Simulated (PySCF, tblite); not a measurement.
# C6H4B2Cl2F2: geometry, infrared bands and NMR shifts

Wanted: the infrared bands and NMR shifts of C6H4B2Cl2F2 (`FB(F)c1ccc(B(Cl)Cl)cc1`), by calculation.

Programs: tblite 0.8.0 and PySCF 2.14.0, with density-fitted response routines of our own. Each step states its level of theory. These are calculated values for one molecule in the gas phase, unless marked as measured. Atoms count from 0, in the outputs and in this text.

## (1) Starting geometry

16 atoms, charge 0, multiplicity 1; geometry from: force field or distance geometry start.

Bonds of the start (Å): F0–B1 1.43, B1–F2 1.45, B1–C3 1.58, C3–C4 1.39, C4–C5 1.40, C5–C6 1.41, C6–B7 1.59, B7–Cl8 1.84, B7–Cl9 1.84, C6–C10 1.41, C10–C11 1.40, C11–C3 1.41, C4–H12 1.08, C5–H13 1.09, C10–H14 1.09, C11–H15 1.09.

## (2) Optimising the geometry with GFN2-xTB

The job: settings as JSON, then the geometry in Å.

```
{"job": {"kind": "relax", "xc": "GFN2-xTB", "basis": "xTB"}, "charge": 0, "multiplicity": 1}
F     -3.827200    -0.268200    -0.876200
B     -2.998300    -0.101400     0.278800
F     -3.596500    -0.001400     1.596900
C     -1.430400    -0.043200     0.128300
C     -0.839000    -0.157500    -1.122300
C      0.547900    -0.107300    -1.267800
C      1.374500     0.051400    -0.138800
B      2.953300     0.108600    -0.283400
Cl     4.050500     0.304000     1.186400
Cl     3.749600    -0.033300    -1.941000
C      0.773400     0.151500     1.130900
C     -0.618300     0.100900     1.268800
H     -1.452700    -0.274500    -2.007300
H      0.983100    -0.191400    -2.259300
H      1.374600     0.282100     2.026400
H     -1.052100     0.188500     2.268200
```

Command:

```console
OMP_NUM_THREADS=1 python probes_run.py task.json out
```

One launch serves the whole session: the jobs run in the order shown.

The log of the run:

```text
step      E/eV     max force
  0    -980.66958    3.580
  1    -981.13121    2.372
  2    -981.31349    3.878
  3    -981.46610    0.737
  4    -981.50395    0.415
  5    -981.52784    0.354
  6    -981.53162    0.213
  7    -981.53426    0.118
  8    -981.53502    0.097
  9    -981.53641    0.069
 10    -981.53683    0.048
 11    -981.53714    0.051
 12    -981.53739    0.041
 13    -981.53758    0.031
 14    -981.53766    0.018
 15    -981.53770    0.011
 16    -981.53771    0.010
```

It took 0.18 s on 1 thread of Arm Neoverse V1, shared host.

Relaxation path:

```
step  energy from step 0 (eV)  largest force (eV/Å)
   0                   0.0000                3.5803
   1                  -0.4616                2.3715
   2                  -0.6439                3.8776
   3                  -0.7965                0.7371
   4                  -0.8344                0.4153
   5                  -0.8583                0.3539
   6                  -0.8620                0.2131
   7                  -0.8647                0.1177
   8                  -0.8654                0.0971
   9                  -0.8668                0.0695
  10                  -0.8673                0.0478
  11                  -0.8676                0.0508
  12                  -0.8678                0.0406
  13                  -0.8680                0.0312
  14                  -0.8681                0.0175
  15                  -0.8681                0.0112
  16                  -0.8681                0.0095
```

Close pairs (by a distance rule), those that changed most:

| bond | before (Å) | after (Å) | change (Å) |
| --- | --- | --- | --- |
| B1–F2 | 1.451 | 1.319 | -0.132 |
| B7–Cl8 | 1.845 | 1.720 | -0.124 |
| B7–Cl9 | 1.844 | 1.720 | -0.124 |
| F0–B1 | 1.431 | 1.319 | -0.113 |
| C6–B7 | 1.586 | 1.563 | -0.024 |
| C10–C11 | 1.399 | 1.379 | -0.020 |
| B1–C3 | 1.576 | 1.557 | -0.019 |
| C4–C5 | 1.395 | 1.379 | -0.016 |

The end geometry stands in the next job.

## (3) Infrared spectrum with GFN2-xTB

The job: settings as JSON, then the geometry in Å.

```
{"job": {"kind": "ir", "xc": "GFN2-xTB", "basis": "xTB"}, "charge": 0, "multiplicity": 1}
F     -3.791708    -0.249856    -0.739556
B     -2.976950    -0.105810     0.287452
F     -3.590013    -0.013464     1.451467
C     -1.427945    -0.049674     0.137942
C     -0.819645    -0.152845    -1.118713
C      0.552267    -0.104408    -1.250323
C      1.386208     0.050685    -0.134753
B      2.940720     0.104091    -0.285839
Cl     3.957974     0.291423     1.088594
Cl     3.685369    -0.023311    -1.831330
C      0.772941     0.154841     1.121068
C     -0.598740     0.105389     1.255199
H     -1.442100    -0.272414    -1.992932
H      1.000046    -0.187495    -2.229180
H      1.393345     0.275440     1.996410
H     -1.049368     0.186352     2.233085
```

The log of the run:

```text
mode    cm-1     km/mol
  1      26.8      0.00
  2      51.0      1.64
  3      57.6      0.00
  4      81.1      2.31
  5     141.0      0.13
  6     163.1      0.83
  7     182.9      0.35
  8     293.3     12.38
  9     304.4      2.13
 10     350.0      0.02
 11     352.9     16.14
 12     398.0      6.41
 13     408.2      0.71
 14     495.0      0.08
 15     543.1      9.25
 16     566.2    112.92
 17     599.8      1.23
 18     694.6      4.31
 19     703.2     23.53
 20     774.9    101.51
 21     805.9      0.71
 22     878.7      0.10
 23     880.0    108.57
 24     928.5      0.37
 25     932.7      0.01
 26    1005.6      0.05
 27    1101.8     66.23
 28    1141.2      1.97
 29    1174.5    279.43
 30    1208.4     29.02
 31    1271.6    305.15
 32    1272.1     11.92
 33    1295.3    602.91
 34    1306.0      1.11
 35    1385.2     40.91
 36    1459.4    124.32
 37    1530.0      0.07
 38    1589.7      4.20
 39    3085.9      0.04
 40    3086.3     16.45
 41    3096.0      3.94
 42    3096.1     35.47
```

It took 0.83 s on 1 thread of Arm Neoverse V1, shared host.

Which atoms move in the most intense modes:

| cm⁻¹ | km/mol | atoms |
| --- | --- | --- |
| 566 | 112.9 | B1 45 %, C3 15 %, C6 13 % |
| 775 | 101.5 | B7 86 % |
| 880 | 108.6 | B7 48 %, C4 17 %, C11 17 % |
| 1102 | 66.2 | C3 25 %, B1 13 % |
| 1174 | 279.4 | C6 45 %, B7 15 %, H13 13 %, H14 13 % |
| 1272 | 305.1 | B1 66 %, F0 12 %, F2 12 % |
| 1295 | 602.9 | B1 53 %, C3 18 % |
| 1459 | 124.3 | C3 14 %, C6 12 %, C10 12 %, C5 12 % |

## (4) Shielding tensors: PBE0/pcSseg-1

Settings changed since step 3:

```diff
@@ -1,2 +1,2 @@
-{"job": {"kind": "ir", "xc": "GFN2-xTB", "basis": "xTB"}, "charge": 0, "multiplicity": 1}
+{"job": {"kind": "nmr", "xc": "PBE0", "basis": "pcSseg-1"}, "charge": 0, "multiplicity": 1}
 F     -3.791708    -0.249856    -0.739556
```

Method: GIAO PBE0/pcSseg-1 NMR shielding, non-relativistic, gas phase.

The log of the run:

```text
coarse grid: 16592 points
cycle   1  E = -1399.9900526303  dE =  2.014e+00  |g| = 6.651e-01  |ddm| = 4.163e+00
cycle   2  E = -1399.9428715134  dE =  4.718e-02  |g| = 9.014e-01  |ddm| = 1.043e+00
cycle   3  E = -1400.0723264629  dE = -1.295e-01  |g| = 5.725e-02  |ddm| = 5.359e-01
cycle   4  E = -1400.0728598723  dE = -5.334e-04  |g| = 3.271e-02  |ddm| = 8.366e-02
cycle   5  E = -1400.0730954165  dE = -2.355e-04  |g| = 7.462e-03  |ddm| = 3.564e-02
cycle   6  E = -1400.0731066393  dE = -1.122e-05  |g| = 3.286e-03  |ddm| = 1.046e-02
cycle   7  E = -1400.0731092223  dE = -2.583e-06  |g| = 1.328e-03  |ddm| = 4.373e-03
final grid: 157856 points
cycle   8  E = -1400.1470948195  dE = -7.735e-05  |g| = 7.799e-03  |ddm| = 5.592e-02
cycle   9  E = -1400.1470863729  dE =  8.447e-06  |g| = 9.283e-03  |ddm| = 1.865e-02
cycle  10  E = -1400.1471085735  dE = -2.220e-05  |g| = 2.097e-03  |ddm| = 1.126e-02
cycle  11  E = -1400.1471096319  dE = -1.058e-06  |g| = 6.289e-04  |ddm| = 2.538e-03
cycle  12  E = -1400.1471097394  dE = -1.074e-07  |g| = 7.117e-05  |ddm| = 6.719e-04
cycle  13  E = -1400.1471097403  dE = -9.200e-10  |g| = 2.915e-05  |ddm| = 9.528e-05
converged SCF energy = -1400.1471097403

GIAO shielding tensors (ppm)
atom      isotropic    diamagn.    paramagn.     s11        s22        s33       span
  0 F      260.765     466.851    -206.086     94.310    303.987    383.998    289.688
  1 B       76.135     196.418    -120.283     66.905     77.280     84.219     17.313
  2 F      260.823     466.844    -206.021     94.390    304.026    384.054    289.665
  3 C       50.631     257.440    -206.809    -48.722     10.802    189.814    238.536
  4 C       44.493     253.087    -208.593    -71.447     26.894    178.032    249.479
  5 C       44.942     253.645    -208.703    -65.240     23.034    177.031    242.271
  6 C       42.529     257.312    -214.783    -47.673    -12.439    187.698    235.371
  7 B       45.322     191.538    -146.216     25.334     30.456     80.175     54.842
  8 Cl     715.202    1146.134    -430.931    429.622    752.698    963.287    533.665
  9 Cl     715.256    1146.135    -430.879    429.732    752.849    963.188    533.456
 10 C       44.971     253.635    -208.664    -65.172     23.028    177.057    242.228
 11 C       44.521     253.067    -208.546    -71.376     26.882    178.056    249.432
 12 H       23.334      31.749      -8.416     18.886     22.628     28.487      9.601
 13 H       23.109      32.107      -8.999     17.737     21.567     30.022     12.285
 14 H       23.109      32.101      -8.992     17.740     21.572     30.014     12.273
 15 H       23.336      31.748      -8.412     18.890     22.635     28.484      9.594
```

Wall time 57 s (1 thread of Arm Neoverse V1, shared host); peak memory 1.1 GiB.

Shifts follow as δ = σ(reference) − σ, with reference shieldings (ppm) from runs at the same level and on the same kind of geometry: ¹H TMS 31.72, ¹³C TMS 186.9, ¹⁹F CFCl3 170.9, ¹¹B BF3·OEt2 100.1, ³⁵Cl HCl 950. The references are single molecules in the gas phase, so shifts against H2O, NH3, PH3, H3PO4 or CFCl3 are not on the usual liquid scales and can be off by tens of ppm. Atoms listed in one row are averaged.

```csv
atoms,environment,σ (ppm),δ (ppm),δ scaled to CDCl3
C6,substituted aromatic carbon,42.5,144.4,139.0
"C4, C11",aromatic CH,44.5,142.4,137.1
"C5, C10",aromatic CH,45.0,142.0,136.6
C3,substituted aromatic carbon,50.6,136.3,131.1
"H13, H14",hydrogen on an aromatic CH,23.11,8.61,8.22
"H12, H15",hydrogen on an aromatic CH,23.33,8.38,8.01
"F0, F2",fluorine bonded to B,260.8,-89.8,–
B7,"boron bonded to C, 2 Cl",45.3,54.7,–
B1,"boron bonded to C, 2 F",76.1,23.9,–
"Cl8, Cl9",chlorine bonded to B,715,235,–
```

The scaled column applies a straight-line fit of computed shieldings to shifts measured in CDCl3, with any fitted terms for Cl, Br or S neighbours, and one for carbons that bear F (root-mean-square error 0.16 ppm for H, 1.9 ppm for C).

The run also stored atomic charges by several schemes (e):

| atoms | Mulliken | IAO | Hirshfeld | ESP fit |
| --- | --- | --- | --- | --- |
| F0, F2 | -0.28 | -0.31 | -0.14 | -0.31 |
| B1 | 0.78 | 0.72 | 0.31 | 0.79 |
| C3 | -0.29 | -0.18 | -0.08 | -0.34 |
| C4, C11 | -0.05 | -0.12 | -0.03 | 0.01 |
| C5, C10 | -0.04 | -0.12 | -0.04 | -0.31 |
| C6 | -0.32 | -0.14 | -0.08 | 0.30 |
| B7 | 0.58 | 0.12 | 0.16 | 0.09 |
| Cl8, Cl9 | -0.18 | -0.03 | -0.04 | -0.09 |

Mayer bond orders: F0–B1 1.13, B1–F2 1.13, B1–C3 0.93, C3–C4 1.39, C4–C5 1.47, C5–C6 1.39, C6–B7 0.97, B7–Cl8 1.14, B7–Cl9 1.14, C6–C10 1.39, C10–C11 1.47, C11–C3 1.39.

Ring of atoms C3, C4, C5, C6, C10, C11: NICS(0) -7.1, NICS(1) -11.1, NICS(1)zz -27.0 ppm (means of both faces).

The fields below are evaluated on a grid from the run's orbitals.

Frontier orbitals at PBE0/pcSseg-1, with the share of their density that lies nearest to each atom:

```csv
orbital,energy (eV),lies on
HOMO,-8.07,4 C atoms about 21 % each
LUMO,-2.73,"B7 25 %; C3, C6 about 13 % each; B1 9 %"
```

ELF in a plane through or near 16 of the atoms.

Values, 10 rows by 14 columns:
```
0.00 0.00 0.00 0.00 0.00 0.00 0.00 0.00 0.00 0.00 0.00 0.00 0.00 0.00
0.00 0.00 0.01 0.03 0.00 0.01 0.01 0.00 0.04 0.00 0.00 0.00 0.00 0.00
0.00 0.08 0.44 0.78 0.26 0.95 0.88 0.06 0.99 0.75 0.02 0.03 0.00 0.00
0.00 0.54 0.85 0.33 0.58 0.78 0.54 0.68 0.95 0.14 0.75 0.79 0.16 0.00
0.00 0.48 0.85 0.79 0.41 0.51 0.36 0.68 0.85 0.38 0.76 0.86 0.35 0.00
0.00 0.03 0.11 0.48 0.18 0.29 0.63 0.11 0.16 0.93 0.38 0.24 0.03 0.00
0.00 0.62 0.89 0.21 0.45 0.31 0.92 0.66 0.46 0.04 0.81 0.86 0.33 0.00
0.00 0.25 0.77 0.89 0.49 0.96 0.93 0.18 1.00 0.61 0.30 0.24 0.02 0.00
0.00 0.00 0.08 0.26 0.05 0.28 0.22 0.01 0.79 0.16 0.00 0.00 0.00 0.00
0.00 0.00 0.00 0.00 0.00 0.00 0.00 0.00 0.00 0.00 0.00 0.00 0.00 0.00
```
The map spans 12.9 Å across and 9.5 Å up, centred on the molecule. Atoms in the plane (x, y in Å): F0 (3.7, 1.1), B1 (3.0, 0.0), F2 (3.7, -1.1), C3 (1.4, 0.0), C4 (0.7, 1.2), C5 (-0.7, 1.2), C6 (-1.4, 0.0), B7 (-3.0, 0.0), Cl8 (-3.8, -1.5), Cl9 (-3.8, 1.5), C10 (-0.7, -1.2), C11 (0.7, -1.2), H12 (1.3, 2.1), H13 (-1.2, 2.1), H14 (-1.2, -2.1), H15 (1.3, -2.1).

On the surface of density 0.002 e/bohr³ the electrostatic potential runs, from the 1st to the 99th percentile, from -0.65 V near F0 to 1.52 V near B1.

## (5) What came out

| quantity | value |
| --- | --- |
| strongest single infrared mode (GFN2-xTB) | 1295 cm⁻¹, 603 km/mol |
| zero-point energy (GFN2-xTB) | 58.2 kcal/mol |
| ¹³C shifts against TMS (PBE0/pcSseg-1, means over atoms taken as alike) | 144.4, 142.4, 142.0, 136.3 ppm |
| ¹H shifts against TMS (PBE0/pcSseg-1, means over atoms taken as alike) | 8.61, 8.38 ppm |
| ¹⁹F shifts against CFCl3 (PBE0/pcSseg-1, means over atoms taken as alike) | -89.8 ppm |
| ¹¹B shifts against BF3·OEt2 (PBE0/pcSseg-1) | 54.7, 23.9 ppm |
| ³⁵Cl shifts against HCl (PBE0/pcSseg-1, means over atoms taken as alike) | 235 ppm |
| surface potential, 1st and 99th percentile | -0.65 V and 1.52 V |

What this shows: The optimisation took 16 steps and gained 0.868 eV; among the close pairs (by a distance rule), B1–F2 changed most, from 1.451 to 1.319 Å. No mode is imaginary among the 42: a minimum at this level. The strongest single mode, at 1295 cm⁻¹, moves mainly B1. GFN2-xTB is a fitted tight-binding method: band positions and strengths are rough. Its intensities can rank the bands wrongly. At PBE0/pcSseg-1: The largest span, 534 ppm, is at Cl8, Cl9, where the paramagnetic term is -431 ppm. NICS(1)zz of -27 ppm above the planar ring from C3 marks a diatropic (aromatic) ring current. At PBE0/pcSseg-1, counted by nearest atom on the grid, the HOMO lies on 4 C atoms about 21 % each, the LUMO on B7 25 %; C3, C6 about 13 % each.
